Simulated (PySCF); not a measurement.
# CH6AlAsO (SMILES C[O][AlH][AsH2]): levels of theory compared

Aim: a comparison of 6 runs (HF/3-21G, HF/def2-SVP, B3LYP/6-31G*, PBE0/def2-SVP, MP2/def2-TZVP, CCSD(T)/def2-SVP) of CH6AlAsO. 

Program for the calculation: PySCF 2.14.0.

### 1 Starting point

CH6AlAsO: 10 atoms, total charge 0, spin state singlet. As SMILES, `C[O][AlH][AsH2]`. Geometry: a GFN2-xTB relaxation, a rough one for these elements and not checked as a minimum. This is one conformer, not always the lowest.

Bond lengths: C1–O2 1.399 Å, O2–Al3 1.654 Å, Al3–As4 2.409 Å, C1–H5 1.093 Å, C1–H6 1.093 Å, C1–H7 1.092 Å, Al3–H8 1.550 Å, As4–H9 1.518 Å, As4–H10 1.519 Å. Some angles: C1–O2–Al3 177.0°, O2–Al3–As4 121.1°, O2–C1–H5 110.0°, O2–C1–H6 109.9°, O2–C1–H7 110.1°, O2–Al3–H8 111.9°, As4–Al3–H8 127.0°, Al3–As4–H9 83.5°, Al3–As4–H10 83.6°, H5–C1–H6 109.0°.

### 2 Energy and forces at HF/3-21G (run 1)

run.py

```python
from pyscf import gto

mol = gto.Mole()
mol.atom = [
    ('C', (-0.095920, 1.869220, 0.175870)),
    ('O', (-0.084780, 0.559920, -0.316660)),
    ('Al', (-0.085600, -0.956040, -0.979110)),
    ('As', (0.254310, -2.911690, 0.385070)),
    ('H', (0.526100, 1.936190, 1.072650)),
    ('H', (-1.117400, 2.162980, 0.429750)),
    ('H', (0.292740, 2.556990, -0.578520)),
    ('H', (-0.322310, -0.917340, -2.510650)),
    ('H', (-0.728350, -2.222640, 1.315140)),
    ('H', (1.361220, -2.077580, 1.006440)),
]
mol.max_memory = 1860
mol.verbose = 4
mol.basis = '3-21g'
mol.build()

mf = mol.RHF()
mf.conv_tol = 1e-10
mf.kernel()
if not mf.converged:
    mf = mf.newton().run(mf.mo_coeff, mf.mo_occ)

etot = mf.e_tot
print('E(%s) = %.9f' % ('HF', etot))
grad = mf.nuc_grad_method().kernel()
mf.analyze()
```

Run with:

```bash
$ OMP_NUM_THREADS=1 python run.py
```

Standard output:

```text
PySCF version 2.14.0

[... 87 lines left out ...]
MO #2   energy= -58.0763501878228  occ= 2
[... 8 lines left out ...]
MO #11  energy= -5.77292674344637  occ= 2
[... 8 lines left out ...]
MO #20  energy= -1.99610731789983  occ= 2
[... 8 lines left out ...]
MO #29  energy= -0.491720473735995 occ= 2
[... 8 lines left out ...]
MO #38  energy= 0.194977825858722  occ= 0
[... 8 lines left out ...]
MO #47  energy= 0.535062169336141  occ= 0
[... 8 lines left out ...]
MO #56  energy= 1.27909941669778   occ= 0
[... 8 lines left out ...]
MO #65  energy= 3.32182121447608   occ= 0
[... 78 lines left out ...]
Dipole moment(X, Y, Z, Debye): -0.09264,  1.87437,  0.27114
```

Wall time 6 s (1 thread of Intel Xeon at 2.70GHz, shared host); peak memory 0.14 GiB.

### 3 Energy and forces at HF/def2-SVP (run 2)

calc.py

```python
import pyscf.grad
from pyscf import gto, scf

system = gto.Mole()
system.atom = [
    ('C', (-0.095920, 1.869220, 0.175870)),
    ('O', (-0.084780, 0.559920, -0.316660)),
    ('Al', (-0.085600, -0.956040, -0.979110)),
    ('As', (0.254310, -2.911690, 0.385070)),
    ('H', (0.526100, 1.936190, 1.072650)),
    ('H', (-1.117400, 2.162980, 0.429750)),
    ('H', (0.292740, 2.556990, -0.578520)),
    ('H', (-0.322310, -0.917340, -2.510650)),
    ('H', (-0.728350, -2.222640, 1.315140)),
    ('H', (1.361220, -2.077580, 1.006440)),
]
system.basis = 'def2-svp'
system.max_memory = 1860
system.verbose = 4
system.charge = 0
system.build()

hf = scf.RHF(system)
hf.conv_tol = 1e-10
hf.kernel()
if not hf.converged:
    hf = hf.newton().run(hf.mo_coeff, hf.mo_occ)

energy = hf.e_tot
print('E(%s) = %.9f' % ('HF', energy))
grad = hf.Gradients().kernel()
hf.analyze()
```

Run with:

```bash
$ OMP_NUM_THREADS=1 python calc.py
```

Standard output:

```text
PySCF version 2.14.0

[... 81 lines left out ...]
Nuclear Repulsion Energy =             297.369162152686499
[... 15 lines left out ...]
MO #10  energy= -5.85745589652922  occ= 2
[... 13 lines left out ...]
MO #24  energy= -0.814006012075278 occ= 2
[... 13 lines left out ...]
MO #38  energy= 0.172856391852325  occ= 0
[... 13 lines left out ...]
MO #52  energy= 0.600648225344389  occ= 0
[... 13 lines left out ...]
MO #66  energy= 0.918928859349156  occ= 0
[... 13 lines left out ...]
MO #80  energy= 1.84428040555698   occ= 0
[... 13 lines left out ...]
MO #94  energy= 2.6406848781268    occ= 0
[... 13 lines left out ...]
MO #108 energy= 3.87601218133112   occ= 0
[... 121 lines left out ...]
Dipole moment(X, Y, Z, Debye): -0.04530,  1.52351,  0.43807
```

It took 24 s on 1 thread of Intel Xeon at 2.70GHz, shared host; peak memory 0.25 GiB.

Runs 3 to 4 aren't shown in full; the table further down has their settings and results.

### 4 Energy and gradient at MP2/def2-TZVP (run 5)

run.py

```python
import pyscf.grad
from pyscf import gto, mp

molecule = gto.Mole()
molecule.atom = [
    ('C', (-0.095920, 1.869220, 0.175870)),
    ('O', (-0.084780, 0.559920, -0.316660)),
    ('Al', (-0.085600, -0.956040, -0.979110)),
    ('As', (0.254310, -2.911690, 0.385070)),
    ('H', (0.526100, 1.936190, 1.072650)),
    ('H', (-1.117400, 2.162980, 0.429750)),
    ('H', (0.292740, 2.556990, -0.578520)),
    ('H', (-0.322310, -0.917340, -2.510650)),
    ('H', (-0.728350, -2.222640, 1.315140)),
    ('H', (1.361220, -2.077580, 1.006440)),
]
molecule.charge = 0
molecule.max_memory = 1860
molecule.basis = 'def2-tzvp'
molecule.verbose = 4
molecule.build()

mf = molecule.RHF()
mf.conv_tol = 1e-10
mf.kernel()
if not mf.converged:
    mf = mf.newton().run(mf.mo_coeff, mf.mo_occ)

pt = mp.MP2(mf, frozen=16).run()
e_tot = pt.e_tot
print('Final energy', e_tot)
grad = pt.Gradients().kernel()
dip = mf.dip_moment()
pop, q = mf.mulliken_pop()
```

Run with:

```bash
$ OMP_NUM_THREADS=1 python run.py
```

Standard output:

```text
PySCF version 2.14.0

[... 66 lines left out ...]
converged SCF energy = -2592.43866819945
[... 8 lines left out ...]
Final energy -2593.1851557577847
[... 8 lines left out ...]
Dipole moment(X, Y, Z, Debye): -0.03098,  1.26505,  0.42356
[... 194 lines left out ...]
charge of    9H =      0.04647
```

Wall time 5.5 min (1 thread of Intel Xeon at 2.70GHz, shared host); peak memory 2.4 GiB.

### 5 The energy at CCSD(T)/def2-SVP (run 6)

input.xyz

```xyz
10
CH6AlAsO
C     -0.095920     1.869220     0.175870
O     -0.084780     0.559920    -0.316660
Al    -0.085600    -0.956040    -0.979110
As     0.254310    -2.911690     0.385070
H      0.526100     1.936190     1.072650
H     -1.117400     2.162980     0.429750
H      0.292740     2.556990    -0.578520
H     -0.322310    -0.917340    -2.510650
H     -0.728350    -2.222640     1.315140
H      1.361220    -2.077580     1.006440
```

job.py

```python
# C[O][AlH][AsH2]
from pyscf import gto, scf, cc

molecule = gto.M(
    atom='input.xyz',
    basis='def2-svp',
    verbose=4,
    spin=0,
    max_memory=1860,
)

mf = scf.RHF(molecule)
mf.conv_tol = 1e-10
mf.kernel()
if not mf.converged:
    mf = mf.newton().run(mf.mo_coeff, mf.mo_occ)

mycc = cc.CCSD(mf, frozen=16)
mycc.kernel()
e_t = mycc.ccsd_t()
e_tot = mycc.e_tot + e_t
print('E = %.10f Eh' % e_tot)
mf.analyze()
```

Run with:

```bash
$ OMP_NUM_THREADS=1 python job.py
```

Standard output:

```text
PySCF version 2.14.0

[... 98 lines left out ...]
Nuclear Repulsion Energy =             297.369162152686499
[... 15 lines left out ...]
MO #10  energy= -5.85745589652922  occ= 2
[... 13 lines left out ...]
MO #24  energy= -0.814006012075278 occ= 2
[... 13 lines left out ...]
MO #38  energy= 0.172856391852325  occ= 0
[... 13 lines left out ...]
MO #52  energy= 0.600648225344389  occ= 0
[... 13 lines left out ...]
MO #66  energy= 0.918928859349156  occ= 0
[... 13 lines left out ...]
MO #80  energy= 1.84428040555698   occ= 0
[... 13 lines left out ...]
MO #94  energy= 2.6406848781268    occ= 0
[... 13 lines left out ...]
MO #108 energy= 3.87601218133112   occ= 0
[... 121 lines left out ...]
Dipole moment(X, Y, Z, Debye): -0.04530,  1.52351,  0.43807
```

It took 93 s on 1 thread of Intel Xeon at 2.70GHz, shared host; peak memory 0.77 GiB.

### 6 Overview of the runs

| run | level | integration grid | frozen core orbitals | energy (Eh) | dipole moment (D) of the reference | HOMO energy (eV) | LUMO energy (eV) | wall time |
| --- | --- | --- | --- | --- | --- | --- | --- | --- |
| 1 | HF/3-21G | – | – | -2579.626447 | 1.90 | -9.28 | 1.91 | 6 s |
| 2 | HF/def2-SVP | – | – | -2591.938226 | 1.59 | -9.47 | 2.01 | 24 s |
| 3 | B3LYP/6-31G* (spherical functions) | 5 | – | -2595.030916 | 1.65 | -6.62 | -0.93 | 71 s |
| 4 | PBE0/def2-SVP | 5 | – | -2594.319690 | 1.62 | -6.93 | -0.81 | 65 s |
| 5 | MP2/def2-TZVP | – | 16 | -2593.185156 | 1.33 | -9.48 | 1.73 | 5.5 min |
| 6 | CCSD(T)/def2-SVP | – | 16 | -2592.624312 | 1.59 | -9.47 | 2.01 | 93 s |

### 7 Outcome

| quantity | value |
| --- | --- |
| run 6: total energy | -2592.62431 Eh |
| run 6: dipole moment (Hartree–Fock density) | 1.59 D |
| run 6: HOMO energy (Hartree–Fock orbitals) | -9.47 eV |
| run 6: LUMO energy (Hartree–Fock orbitals) | 2.01 eV |
| run 6: HOMO–LUMO gap (Hartree–Fock orbitals) | 11.48 eV |
| run 6: correlation energy (16 core orbitals frozen) | -686.1 mEh |
| run 6: (T) correction | -17.12 mEh |
| run 6: T1 diagnostic | 0.012 |

Over runs 1, 2, 3, 4 the dipole moment (its size) runs from 1.59 D (HF/def2-SVP) to 1.90 D (HF/3-21G). Over runs 1, 2, 3, 4 the HOMO–LUMO gap runs from 5.69 eV (B3LYP/6-31G*) to 11.48 eV (HF/def2-SVP). The two ends differ in method and basis. Totals of different functionals can't be ranked against each other. All runs together took 9.8 min, the longest 5.5 min.
